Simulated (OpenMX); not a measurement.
## HfIn4SiO6 under changes of volume

One of the cells (18.945 Å³/atom); the others are scaled copies at fixed shape and fractional positions:

```
CELL_PARAMETERS angstrom
3.23023 -5.57768 -0.02470
3.23023 5.57768 -0.02470
-1.49068 0.00000 6.32030
ATOMIC_POSITIONS crystal
Hf 0.10178 0.10178 0.00912
In 0.79222 0.48204 0.00818
In 0.48204 0.79222 0.00818
In 0.54472 0.21983 0.48398
In 0.21983 0.54472 0.48398
Si 0.85433 0.85433 0.44523
O 0.83500 0.58822 0.38104
O 0.58822 0.83500 0.38104
O 0.02899 0.02899 0.29500
O 0.97920 0.97920 0.69555
O 0.42852 0.14514 0.07435
O 0.14514 0.42852 0.07435
```

The cell was built by a generator and needn't be a form met in nature.

| Quantity | Value |
| --- | --- |
| Program | OpenMX 3.8.5 |
| Functional | LDA |
| Potentials or basis | OpenMX 2013 LDA set, Hf7.0-s3p2d2f1, In7.0-s3p2d2, Si7.0-s2p2d1, O6.0-s2p2d1, fixed grid of 75 × 75 × 84 points |
| k mesh | 5 × 5 × 5 |
| Occupations | fermi-dirac, width 0.05 eV |
| Spin | no spin polarisation |

| volume (Å³/atom) | energy over the lowest point (meV/atom) | gap on the mesh (eV) | largest force (eV/Å) |
| --- | --- | --- | --- |
| 17.808 | 0.00 | 0.45 | 1.031 |
| 18.187 | 1.15 | 0.51 | 0.944 |
| 18.566 | ? | ? | ? |
| 18.945 | 17.18 | 0.61 | 0.794 |
| 19.324 | 31.14 | 0.66 | 0.937 |
| 19.703 | 48.49 | 0.70 | 1.170 |

**Question.** What does the run at 18.566 Å³/atom give?

**Answer.** Energy over the lowest point 7.04 meV/atom; gap on the mesh 0.56 eV; largest force 0.867 eV/Å.

Worked out: A Birch-Murnaghan fit of order 3 (a polynomial in V^(-2/3)) to the other rows has its minimum at 17.91 Å³/atom with B0 = V·E''(V) = 103 GPa and B' = 4.2 at fixed shape and positions, which overstates the stiffness. It gives 7.04 meV/atom at 18.566 Å³/atom, against the run's 7.04. A straight line through the other rows of the gap, of slope 2.48 eV per unit of ln V, gives 0.56 eV, against the run's 0.56.

Energies are extrapolated to zero smearing.

Caveats: the basis has few d functions beyond the semicore shells, which can make volumes several per cent too large; spin-orbit coupling is left out, which moves the levels of the heavy elements; an odd mesh through Γ misses points on the zone boundary, where band edges often lie; the basis of atomic orbitals isn't converged, which shifts pressures, moduli and gaps; forces of over 1 eV/Å show positions far from the minimum, so gaps and moduli don't describe the material at rest (some runs).
